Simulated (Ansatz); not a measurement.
# BF2HO: the cost of one run

The runs use Ansatz 0.2.0, Gaussian basis; PBE0-D4/def2-TZVP structures, single points in def2-TZVPP, no counterpoise correction.

Levels: SPW92, PBE-D4, BLYP-D4, r2SCAN-D4, B97M-V, PBE0-D4, B3LYP-D4, r2SCAN0-D4, BHLYP-D4, CAM-B3LYP-D4, wB97X-V, wB97M-V, B2PLYP, PBE-QIDH, RPA on PBE, Hartree-Fock, MP2, CCSD, CCSD(T).

Cores are frozen in the correlated methods. B3LYP uses VWN-RPA correlation. B2PLYP carries no dispersion term here.

94 further runs of the same task are left out: 94 set aside as unsound or not needed.

### 1 The system as given

The complex: 7 atoms, charge 0, spin multiplicity 1.

Atoms are counted from 1 here; the program's logs count them from 0.

Bond lengths: B1–O2 1.353 Å, B1–F3 1.322 Å, B1–F4 1.313 Å, O2–H7 0.961 Å, H5–Cl6 1.289 Å. Angles: O2–B1–F3 121.7°, O2–B1–F4 119.0°, F3–B1–F4 119.3°, B1–O2–H7 114.1°.

Geometry (Å):

```xyz
7
charge 0, multiplicity 1
B    -0.48338    0.93720   -0.61045
O     0.21708   -0.19889   -0.38883
F    -0.56869    1.47601   -1.81482
F    -1.09223    1.51687    0.39812
H     0.50682   -1.20479    1.29354
Cl    0.78682   -1.96365    2.29722
H     0.63357   -0.56266   -1.17478
```

Its parts: BF₂HO holds atoms 1, 2, 3, 4, 7; HCl holds atoms 5, 6. Each part counts its atoms afresh in its own runs.

### 2 Relaxing BF₂HO alone

Contents of relax-a/in.yaml:

```yaml
crystal:
  periodic: [false, false, false]
  atoms:
    - {symbol: B, position_ang: [-0.483376, 0.937204, -0.610453]}
    - {symbol: O, position_ang: [0.217077, -0.198889, -0.388831]}
    - {symbol: F, position_ang: [-0.568689, 1.476005, -1.814815]}
    - {symbol: F, position_ang: [-1.092228, 1.516875, 0.398117]}
    - {symbol: H, position_ang: [0.633575, -0.562657, -1.174779]}
basis:
  gaussian: {orbitals: def2-TZVP}
hamiltonian: {xc: pbe0, dispersion: d4}
relax: {f_tol: 0.005, max_steps: 200}
```

Command:

```sh
> ansatz run in.yaml --threads 4 --pin off --events-out ev --progress --plain --max-ram 9574MiB
```

**Question.** How long does this run take on 4 threads of Intel Xeon at 2.50GHz, shared host?

About 10 s.
